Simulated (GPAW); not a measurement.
# AgRh (P-6m2) in GPAW: further runs

One crystal, AgRh, is run at these levels: PBEsol; tasks: relaxation of cell and atoms.

Everything below comes from runs of GPAW 26.7.0. Logs are shortened: lines on timing, memory, paths and dates and some standing lists are left out, and cuts for length are marked. The log counts tension as positive stress, the text compression.

## 1. Starting point

It takes space group P-6m2 (No. 187, hexagonal). The conventional cell has a = 2.778 Å, b = 2.778 Å, c = 4.809 Å, α = 90.00°, β = 90.00°, γ = 120.00°. Ag (site symmetry -6m2) is surrounded by 6 Ag at 2.78 Å and 6 Rh at 2.89 Å. Rh (site symmetry -6m2) is surrounded by 6 Rh at 2.78 Å and 6 Ag at 2.89 Å.

The cell comes from a database or a generator and needn't be the stable form of this composition.

## 2. Relaxation of cell and atoms, PBEsol

run.py reads:

```python
from ase import Atoms
from ase.filters import FrechetCellFilter
from ase.io import write
from ase.optimize import BFGS
from gpaw import GPAW, PW, setup_paths

setup_paths.insert(0, '.')

atoms = Atoms(['Ag', 'Rh'],
              cell=[[2.7775881998, 0.0, 0.0],
                    [-1.3887940999, 2.4054619423, 0.0],
                    [0.0, 0.0, 4.808602]],
              scaled_positions=[[0.0, 0.0, 0.5],
                                [0.6666666667, 0.3333333333, 0.0]],
              pbc=True)

calc = GPAW(mode=PW(600),
            xc='PBEsol',
            kpts={'size': (8, 8, 4), 'gamma': True},
            occupations={'name': 'fermi-dirac', 'width': 0.05},
            nbands=29,
            convergence={'density': 1e-05, 'forces': 0.0001},
            maxiter=150,
            txt='gpaw.txt')
atoms.calc = calc
opt = BFGS(FrechetCellFilter(atoms), trajectory='relax.traj', logfile='-')
done = opt.run(fmax=0.02, steps=60)
calc.write('gs.gpw')
write('result.traj', atoms)
print('Converged:', done)
print('Cell:', atoms.cell.cellpar().round(4))
print('Volume:', round(atoms.get_volume(), 4))
print(atoms.get_scaled_positions().round(5))
```

Potentials or basis: PAW data sets generated in the run's folder for this functional, pw.

Run with:

```console
$ gpaw-setup -f PBEsol Ag Rh
$ OMP_NUM_THREADS=1 python run.py
```

gpaw.txt:

```text
__  _  _
 | _ |_)|_||  |
 |__||  | ||/\| - 26.7.0

Input parameters:
  mode=PW(ecut=600.0),
  convergence={'density': 1e-05, 'forces': 0.0001},
  kpts=MonkhorstPack(size=(8, 8, 4), gamma=True),
  maxiter=150,
  nbands=29,
  occupations=Occupations(name='fermi-dirac', width=0.05),
  xc=XC(name='PBEsol')

Diagonalizing LCAO Hamiltonian
Converting LCAO to pw mode

       Ag

           Rh

Atoms  # Å, Bohr magnetons
|   | symbol |        x |        y |        z |    initial magnetic moments |
|---|--------|----------|----------|----------|-----------------------------|
| 0 |     Ag | 0.000000 | 0.000000 | 2.404301 | ( 0.0000,  0.0000,  0.0000) |
| 1 |     Rh | 1.388794 | 0.801821 | 0.000000 | ( 0.0000,  0.0000,  0.0000) |

Unit cell  # Å
| periodic |         x |        y |        z |  lengths |     angles |
|----------|-----------|----------|----------|----------|------------|
|      yes |  2.777588 | 0.000000 | 0.000000 | 2.777588 |  90.000000 |
|      yes | -1.388794 | 2.405462 | 0.000000 | 2.777588 |  90.000000 |
|      yes |  0.000000 | 0.000000 | 4.808602 | 4.808602 | 120.000000 |

Number of symmetries: 12
Symmetry operations  # r_c * U_cc + t_c -> r_c
|    | kind |            matrix            |
|----|------|------------------------------|
|  0 |  σ   |  1, 1, 0,  0,-1, 0,  0, 0, 1 |
|  1 |  C2  |  1, 1, 0,  0,-1, 0,  0, 0,-1 |
|  2 |  E   |  1, 0, 0,  0, 1, 0,  0, 0, 1 |
|  3 |  σ   |  1, 0, 0,  0, 1, 0,  0, 0,-1 |
|  4 |  C3  |  0, 1, 0, -1,-1, 0,  0, 0, 1 |
|  5 |  S3  |  0, 1, 0, -1,-1, 0,  0, 0,-1 |
|  6 |  σ   |  0,-1, 0, -1, 0, 0,  0, 0, 1 |
|  7 |  C2  |  0,-1, 0, -1, 0, 0,  0, 0,-1 |
|  8 |  σ   | -1, 0, 0,  1, 1, 0,  0, 0, 1 |
|  9 |  C2  | -1, 0, 0,  1, 1, 0,  0, 0,-1 |
| 10 |  C3  | -1,-1, 0,  1, 0, 0,  0, 0, 1 |
| 11 |  S3  | -1,-1, 0,  1, 0, 0,  0, 0,-1 |
[... 193 lines left out ...]
No gap
No difference between direct/indirect transitions

Stress tensor  # eV/Ang^3
|         x |         y |        z |
|-----------|-----------|----------|
|  0.057929 | -0.000000 | 0.000000 |
| -0.000000 |  0.057929 | 0.000000 |
|  0.000000 |  0.000000 | 0.064312 |

Forces  # eV/Ang
|       x |        y |       z |
|---------|----------|---------|
| 0.00000 | -0.00000 | 0.00000 |  # Ag   0
| 0.00000 |  0.00000 | 0.00000 |  # Rh   1

Interpolating wave functions to new cell

       Ag

           Rh

Atoms  # Å, Bohr magnetons
|   | symbol |         x |         y |        z |    initial magnetic moments |
|---|--------|-----------|-----------|----------|-----------------------------|
| 0 |     Ag | -0.000000 | -0.000000 | 2.386624 | ( 0.0000,  0.0000,  0.0000) |
| 1 |     Rh |  1.379594 |  0.796509 | 0.000000 | ( 0.0000,  0.0000,  0.0000) |

Unit cell  # Å
| periodic |         x |        y |        z |  lengths |     angles |
|----------|-----------|----------|----------|----------|------------|
|      yes |  2.759187 | 0.000000 | 0.000000 | 2.759187 |  90.000000 |
|      yes | -1.379594 | 2.389526 | 0.000000 | 2.759187 |  90.000000 |
|      yes |  0.000000 | 0.000000 | 4.773248 | 4.773248 | 120.000000 |

Number of symmetries: 12
Symmetry operations  # r_c * U_cc + t_c -> r_c
|    | kind |            matrix            |
|----|------|------------------------------|
|  0 |  σ   |  1, 1, 0,  0,-1, 0,  0, 0, 1 |
|  1 |  C2  |  1, 1, 0,  0,-1, 0,  0, 0,-1 |
|  2 |  E   |  1, 0, 0,  0, 1, 0,  0, 0, 1 |
|  3 |  σ   |  1, 0, 0,  0, 1, 0,  0, 0,-1 |
|  4 |  C3  |  0, 1, 0, -1,-1, 0,  0, 0, 1 |
|  5 |  S3  |  0, 1, 0, -1,-1, 0,  0, 0,-1 |
|  6 |  σ   |  0,-1, 0, -1, 0, 0,  0, 0, 1 |
|  7 |  C2  |  0,-1, 0, -1, 0, 0,  0, 0,-1 |
|  8 |  σ   | -1, 0, 0,  1, 1, 0,  0, 0, 1 |
|  9 |  C2  | -1, 0, 0,  1, 1, 0,  0, 0,-1 |
| 10 |  C3  | -1,-1, 0,  1, 0, 0,  0, 0, 1 |
| 11 |  S3  | -1,-1, 0,  1, 0, 0,  0, 0,-1 |
[... 173 lines left out ...]
|          7 |         3.002 |     2.000 |
|          8 |         4.547 |     2.000 |
|          9 |         4.547 |     2.000 |
|         10 |         5.537 |     2.000 |
|         11 |         5.768 |     2.000 |
|         12 |         5.768 |     2.000 |
[... 8 lines left out ...]
|         21 |        27.956 |     0.000 |
|         22 |        30.751 |     0.000 |
|        ... |               |           |
|         28 |        33.882 |     0.000 |

No gap
No difference between direct/indirect transitions

Stress tensor  # eV/Ang^3
|        x |        y |        z |
|----------|----------|----------|
| 0.038959 | 0.000000 | 0.000000 |
| 0.000000 | 0.038959 | 0.000000 |
| 0.000000 | 0.000000 | 0.048030 |

Forces  # eV/Ang
|        x |        y |       z |
|----------|----------|---------|
|  0.00000 |  0.00000 | 0.00000 |  # Ag   0
| -0.00000 | -0.00000 | 0.00000 |  # Rh   1

Interpolating wave functions to new cell

       Ag

           Rh

Atoms  # Å, Bohr magnetons
|   | symbol |        x |         y |        z |    initial magnetic moments |
|---|--------|----------|-----------|----------|-----------------------------|
| 0 |     Ag | 0.000000 | -0.000000 | 2.345656 | ( 0.0000,  0.0000,  0.0000) |
| 1 |     Rh | 1.360342 |  0.785394 | 0.000000 | ( 0.0000,  0.0000,  0.0000) |

Unit cell  # Å
| periodic |         x |         y |         z |  lengths |     angles |
|----------|-----------|-----------|-----------|----------|------------|
|      yes |  2.720683 |  0.000000 |  0.000000 | 2.720683 |  90.000000 |
|      yes | -1.360342 |  2.356181 | -0.000000 | 2.720683 |  90.000000 |
|      yes |  0.000000 | -0.000000 |  4.691312 | 4.691312 | 120.000000 |

Number of symmetries: 12
Symmetry operations  # r_c * U_cc + t_c -> r_c
|    | kind |            matrix            |
|----|------|------------------------------|
|  0 |  σ   |  1, 1, 0,  0,-1, 0,  0, 0, 1 |
|  1 |  C2  |  1, 1, 0,  0,-1, 0,  0, 0,-1 |
|  2 |  E   |  1, 0, 0,  0, 1, 0,  0, 0, 1 |
|  3 |  σ   |  1, 0, 0,  0, 1, 0,  0, 0,-1 |
|  4 |  C3  |  0, 1, 0, -1,-1, 0,  0, 0, 1 |
|  5 |  S3  |  0, 1, 0, -1,-1, 0,  0, 0,-1 |
|  6 |  σ   |  0,-1, 0, -1, 0, 0,  0, 0, 1 |
|  7 |  C2  |  0,-1, 0, -1, 0, 0,  0, 0,-1 |
|  8 |  σ   | -1, 0, 0,  1, 1, 0,  0, 0, 1 |
|  9 |  C2  | -1, 0, 0,  1, 1, 0,  0, 0,-1 |
| 10 |  C3  | -1,-1, 0,  1, 0, 0,  0, 0, 1 |
| 11 |  S3  | -1,-1, 0,  1, 0, 0,  0, 0,-1 |
[... 675 lines left out ...]
No gap
No difference between direct/indirect transitions

Stress tensor  # eV/Ang^3
|         x |         y |        z |
|-----------|-----------|----------|
| -0.001622 | -0.000000 | 0.000000 |
| -0.000000 | -0.001622 | 0.000000 |
|  0.000000 | -0.000000 | 0.006917 |

Forces  # eV/Ang
|       x |       y |       z |
|---------|---------|---------|
| 0.00000 | 0.00000 | 0.00000 |  # Ag   0
| 0.00000 | 0.00000 | 0.00000 |  # Rh   1

Interpolating wave functions to new cell

       Ag

           Rh

Atoms  # Å, Bohr magnetons
|   | symbol |        x |         y |         z |    initial magnetic moments |
|---|--------|----------|-----------|-----------|-----------------------------|
| 0 |     Ag | 0.000000 | -0.000000 |  2.336274 | ( 0.0000,  0.0000,  0.0000) |
| 1 |     Rh | 1.366989 |  0.789231 | -0.000000 | ( 0.0000,  0.0000,  0.0000) |

Unit cell  # Å
| periodic |         x |         y |         z |  lengths |     angles |
|----------|-----------|-----------|-----------|----------|------------|
|      yes |  2.733978 |  0.000000 | -0.000000 | 2.733978 |  90.000000 |
|      yes | -1.366989 |  2.367694 | -0.000000 | 2.733978 |  90.000000 |
|      yes | -0.000000 | -0.000000 |  4.672548 | 4.672548 | 120.000000 |
[... 188 lines left out ...]
|          7 |         3.370 |     2.000 |
|          8 |         5.012 |     2.000 |
|          9 |         5.012 |     2.000 |
|         10 |         6.041 |     2.000 |
|         11 |         6.265 |     2.000 |
|         12 |         6.265 |     2.000 |
[... 8 lines left out ...]
|         21 |        28.718 |     0.000 |
|         22 |        31.732 |     0.000 |
|        ... |               |           |
|         28 |        34.792 |     0.000 |

No gap
No difference between direct/indirect transitions

Stress tensor  # eV/Ang^3
|         x |         y |         z |
|-----------|-----------|-----------|
|  0.001312 | -0.000000 |  0.000000 |
| -0.000000 |  0.001312 | -0.000000 |
|  0.000000 | -0.000000 |  0.002760 |

Forces  # eV/Ang
|        x |       y |       z |
|----------|---------|---------|
|  0.00000 | 0.00000 | 0.00000 |  # Ag   0
| -0.00000 | 0.00000 | 0.00000 |  # Rh   1

Interpolating wave functions to new cell

       Ag

           Rh

Atoms  # Å, Bohr magnetons
|   | symbol |        x |         y |         z |    initial magnetic moments |
|---|--------|----------|-----------|-----------|-----------------------------|
| 0 |     Ag | 0.000000 | -0.000000 |  2.333338 | ( 0.0000,  0.0000,  0.0000) |
| 1 |     Rh | 1.367089 |  0.789289 | -0.000000 | ( 0.0000,  0.0000,  0.0000) |

Unit cell  # Å
| periodic |         x |         y |         z |  lengths |     angles |
|----------|-----------|-----------|-----------|----------|------------|
|      yes |  2.734178 | -0.000000 |  0.000000 | 2.734178 |  90.000000 |
|      yes | -1.367089 |  2.367868 | -0.000000 | 2.734178 |  90.000000 |
|      yes | -0.000000 | -0.000000 |  4.666676 | 4.666676 | 120.000000 |
[... 188 lines left out ...]
|          7 |         3.381 |     2.000 |
|          8 |         5.026 |     2.000 |
|          9 |         5.026 |     2.000 |
|         10 |         6.062 |     2.000 |
|         11 |         6.276 |     2.000 |
|         12 |         6.276 |     2.000 |
[... 8 lines left out ...]
|         21 |        28.738 |     0.000 |
|         22 |        31.744 |     0.000 |
|        ... |               |           |
|         28 |        34.812 |     0.000 |

No gap
No difference between direct/indirect transitions

Stress tensor  # eV/Ang^3
|        x |        y |         z |
|----------|----------|-----------|
| 0.000629 | 0.000000 |  0.000000 |
| 0.000000 | 0.000629 | -0.000000 |
| 0.000000 | 0.000000 |  0.000595 |

Forces  # eV/Ang
|        x |        y |       z |
|----------|----------|---------|
| -0.00000 | -0.00000 | 0.00000 |  # Ag   0
|  0.00000 |  0.00000 | 0.00000 |  # Rh   1

# Writing to gs.gpw (mode='')
```

Run time: 85 s. Hardware: 1 thread of Arm Neoverse V2, shared host; peak memory 0.27 GiB.

Results:

```yaml
Free_energy: -11.0798 eV
Relaxed_volume: 15.11 Å³/atom
Relaxed_cell: a = 2.734 Å, b = 2.734 Å, c = 4.667 Å, α = 90.00°, β = 90.00°, γ = 120.00°
Space_group_after_relaxing_to_0.05_Å: P-6m2 (No. 187)
Energy_gained_by_relaxing: 32.0 meV/atom
Ionic_steps: 7
Pressure_after_relaxing: -0.1 GPa
Band_gap_on_the_k_mesh: none (metal or under the smearing width)
```

The path:
```csv
step,energy change (eV),largest force (eV/Å),pressure (GPa),volume (Å³)
1,0.0000,0.0000,-9.62,32.13
2,-0.0341,0.0000,-6.73,31.47
3,-0.0623,0.0000,0.93,30.07
4,-0.0629,0.0000,0.03,30.21
5,-0.0633,0.0000,-0.20,30.25
6,-0.0639,0.0000,-0.29,30.25
7,-0.0640,0.0000,-0.10,30.21
```

Final structure:
```
Ag Rh
1.0
     2.73418    0.00000    0.00000
    -1.36709    2.36787    0.00000
     0.00000    0.00000    4.66668
Ag Rh
1 1
Direct
  0.00000 0.00000 0.50000
  0.66667 0.33333 0.00000
```

Caveat: later steps reuse the first step's grids.

## 3. Relaxation of cell and atoms, PBEsol, target pressure 2 GPa, at which the enthalpy is minimised

Changes to run.py since step 2:

```diff
@@ -4,2 +4,3 @@
 from ase.optimize import BFGS
+from ase.units import GPa
 from gpaw import GPAW, PW, setup_paths
@@ -25,3 +26,3 @@
 atoms.calc = calc
-opt = BFGS(FrechetCellFilter(atoms), trajectory='relax.traj', logfile='-')
+opt = BFGS(FrechetCellFilter(atoms, scalar_pressure=2 * GPa), trajectory='relax.traj', logfile='-')
 done = opt.run(fmax=0.02, steps=60)
```

Potentials or basis: PAW data sets generated in the run's folder for this functional, pw.

Run with:

```console
$ gpaw-setup -f PBEsol Ag Rh
$ OMP_NUM_THREADS=1 python run.py
```

Wall time 85 s (1 thread of Arm Neoverse V2, shared host); peak memory 0.26 GiB.

It converged, with:

```yaml
Free_energy: -11.0779 eV
Relaxed_volume: 14.95 Å³/atom
Relaxed_cell: a = 2.725 Å, b = 2.725 Å, c = 4.647 Å, α = 90.00°, β = 90.00°, γ = 120.00°
Space_group_after_relaxing_to_0.05_Å: P-6m2 (No. 187)
Energy_change_on_relaxing_the_enthalpy_is_what_falls: -31.1 meV/atom
Ionic_steps: 7
Pressure_after_relaxing: 1.9 GPa
Band_gap_on_the_k_mesh: none (metal or under the smearing width)
```

Step by step:
```csv
step,energy change (eV),largest force (eV/Å),pressure (GPa),volume (Å³)
1,0.0000,0.0000,-9.62,32.13
2,-0.0395,0.0000,-6.08,31.34
3,-0.0578,0.0000,3.29,29.72
4,-0.0612,0.0000,1.99,29.91
5,-0.0618,0.0000,1.82,29.93
6,-0.0625,0.0000,1.79,29.92
7,-0.0623,0.0000,1.94,29.89
```

Final structure:
```cif
data_structure
_symmetry_space_group_name_H-M 'P 1'
_symmetry_Int_Tables_number 1
_cell_length_a 2.7254
_cell_length_b 2.7254
_cell_length_c 4.6467
_cell_angle_alpha 90.000
_cell_angle_beta 90.000
_cell_angle_gamma 120.000
_cell_volume 29.89
loop_
_atom_site_label
_atom_site_type_symbol
_atom_site_fract_x
_atom_site_fract_y
_atom_site_fract_z
_atom_site_occupancy
Ag1 Ag 0.00000 0.00000 0.50000 1
Rh1 Rh 0.66667 0.33333 0.00000 1
```

Levels at points of the mesh, in eV from the Fermi level:
```csv
k point,band 13,band 14,band 15,band 16,band 17,band 18,band 19,band 20
"(0.00, 0.00, 0.00)",-3.24,-1.98,-1.98,0.05,0.11,0.11,6.05,16.85
"(0.00, 0.00, 0.50)",-3.36,-2.75,-1.70,-1.70,0.06,0.06,12.46,13.49
"(0.50, 0.50, 0.00)",-2.18,-1.89,-0.06,1.22,1.91,4.22,8.92,9.12
"(0.50, 0.50, 0.50)",-1.81,-0.71,-0.21,1.22,1.59,2.48,6.95,8.45
```

Caveat: later steps reuse the first step's grids.
